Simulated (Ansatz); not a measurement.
# CH₂AlBClF: how energies converge with the basis set

An exercise on one series of results from a longer session: the logs are not shown, and one member is left open.

Computed with Ansatz 0.2.0, Gaussian basis. Level: one geometry, several basis sets.

The runs, in order: PBE0-D4/def2-SVP; ωB97M-V/def2-SVP; PBE0-D4/def2-QZVPP; ωB97M-V/def2-QZVPP; the functionals' def2-TZVPP values are taken from earlier runs.

### The geometry

All runs share one geometry, relaxed beforehand with PBE0-D4 in a triple-zeta def2 set.

7 atoms, charge 0, spin multiplicity 1.

Atoms are counted from 1 here; the program's logs count them from 0.

Bond lengths: F1–C2 1.316 Å, C2–B4 1.351 Å, C2–Al5 1.998 Å, Cl3–Al5 2.091 Å, B4–Al5 2.426 Å, B4–H6 1.173 Å, Al5–H7 1.571 Å. Angles: F1–C2–B4 151.0°, F1–C2–Al5 118.2°, B4–C2–Al5 90.8°, C2–B4–Al5 55.4°, C2–B4–H6 164.4°, Al5–B4–H6 109.0°, C2–Al5–Cl3 111.1°, C2–Al5–B4 33.8°, C2–Al5–H7 127.9°, Cl3–Al5–B4 145.0°, Cl3–Al5–H7 121.0°, B4–Al5–H7 94.1°.

The first run:

in.yaml reads:

```yaml
crystal:
  periodic: [false, false, false]
  atoms:
    - {symbol: F, position_ang: [-1.452141, -1.663185, 0.063506]}
    - {symbol: C, position_ang: [-0.949180, -0.460170, 0.242163]}
    - {symbol: Cl, position_ang: [1.734099, -1.810998, -1.289983]}
    - {symbol: B, position_ang: [-1.054205, 0.809841, 0.689480]}
    - {symbol: Al, position_ang: [0.907501, -0.106975, -0.404882]}
    - {symbol: H, position_ang: [-0.849277, 1.932230, 0.963825]}
    - {symbol: H, position_ang: [1.724504, 1.231157, -0.309810]}
basis:
  gaussian: {orbitals: def2-SVP}
hamiltonian: {xc: pbe0, dispersion: d4}
output: {orbitals: {seedname: orbitals}}
```

Run with:

```console
$ ansatz run in.yaml --threads 2 --pin off --events-out ev --progress --plain --max-ram 4352MiB
```

Steps of the session up to this table: PBE0-D4 in def2-SVP; ωB97M-V in def2-SVP; PBE0-D4 in def2-QZVPP; ωB97M-V in def2-QZVPP.

One table of the session follows, with a row left open; its other results are not shown here.

It belongs to the step «Density functionals: the series». 

```
functional       basis  HOMO (eV)  LUMO (eV)
   PBE0-D4    def2-SVP      -7.39      -2.02
   PBE0-D4  def2-TZVPP      -7.44      -2.10
   PBE0-D4  def2-QZVPP      -7.46      -2.13
   ωB97M-V    def2-SVP          ?          ?
   ωB97M-V  def2-TZVPP      -9.60      -0.13
   ωB97M-V  def2-QZVPP      -9.63      -0.25
```

Q: Estimate the row for ωB97M-V, def2-SVP from the others.

**Answer.** HOMO (eV): -9.52; LUMO (eV): 0.04. In the column «HOMO (eV)» it lies between ωB97M-V, def2-TZVPP (-9.60) and PBE0-D4, def2-QZVPP (-7.46).
